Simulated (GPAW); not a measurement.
Set up this calculation in GPAW 26.7.0, as an ASE script.

- Task: single point
- Functional: PBEsol
- Potentials or basis: PAW data sets generated in the run's folder for this functional
- Cutoff: 600 eV
- Basis: pw
- k mesh: 6 × 6 × 6
- Occupations: fermi-dirac, width 0.05 eV
- Spin: no spin polarisation
- Maxiter: 150

SbS2:

```
Sb S
1.0
    -3.03071    3.03071    5.79760
     3.03071   -3.03071    5.79760
     3.03071    3.03071   -5.79760
Sb S
2 4
Cartesian
  0.0000 0.0000 0.0000
  0.0000 3.0307 2.8988
  -1.5154 1.6610 4.3482
  1.3697 1.5154 1.4494
  4.5461 1.3697 -1.4494
  1.6610 1.5154 7.2470
```

The cell comes from a database or a generator and needn't be the stable form of this composition.

One way to write it, as run:

run.py

```python
from ase import Atoms
from ase.dft.bandgap import bandgap
from ase.io import write
from ase.units import Bohr, GPa
from gpaw import GPAW, PW, setup_paths
from gpaw.elf import elf_from_dft_calculation

setup_paths.insert(0, '.')

atoms = Atoms(['Sb', 'Sb', 'S', 'S', 'S', 'S'],
              cell=[[-3.030715, 3.030715, 5.797597],
                    [3.030715, -3.030715, 5.797597],
                    [3.030715, 3.030715, -5.797597]],
              scaled_positions=[[0.0, 0.0, 0.0],
                                [0.75, 0.25, 0.5],
                                [0.649029, 0.125, 0.024029],
                                [0.375, 0.350971, 0.475971],
                                [0.100971, 0.625, 0.975971],
                                [0.875, 0.899029, 0.524029]],
              pbc=True)

calc = GPAW(mode=PW(600),
            xc='PBEsol',
            kpts={'size': (6, 6, 6), 'gamma': True},
            occupations={'name': 'fermi-dirac', 'width': 0.05},
            nbands=44,
            convergence={'density': 1e-05, 'energy': 1e-05},
            maxiter=150,
            txt='gpaw.txt')
atoms.calc = calc
energy = atoms.get_potential_energy()
forces = atoms.get_forces()
stress = atoms.get_stress()
calc.write('gs.gpw')
write('result.traj', atoms)
print(f'Energy: {energy:.6f} eV')
print('Forces (eV/A):')
print(forces.round(4))
print('Stress (GPa):', (stress / GPa).round(3))
print('Fermi level:', round(calc.get_fermi_level(), 4), 'eV')
print(f'Gap: {bandgap(calc)[0]:.4f} eV, direct: {bandgap(calc, direct=True)[0]:.4f} eV')

# fields on the real-space grid
write('density.cube', atoms, data=calc.get_pseudo_density() * Bohr**3)
write('potential.cube', atoms, data=calc.get_electrostatic_potential())
write('elf.cube', atoms, data=elf_from_dft_calculation(calc).data)
```

Potentials or basis: PAW data sets generated in the run's folder for this functional, pw.

Run with:

```console
$ gpaw-setup -f PBEsol S Sb
$ OMP_NUM_THREADS=1 python run.py
```

Results of the run:

| Property | Result |
| --- | --- |
| Pressure | -1.5 GPa |
| Largest force | 0.240 eV/Å |
| Band gap on the k mesh | none (metal or under the smearing width) |

Run time: 5.1 min on 1 thread of Arm Neoverse V2, on a shared host, peak memory 0.49 GiB.
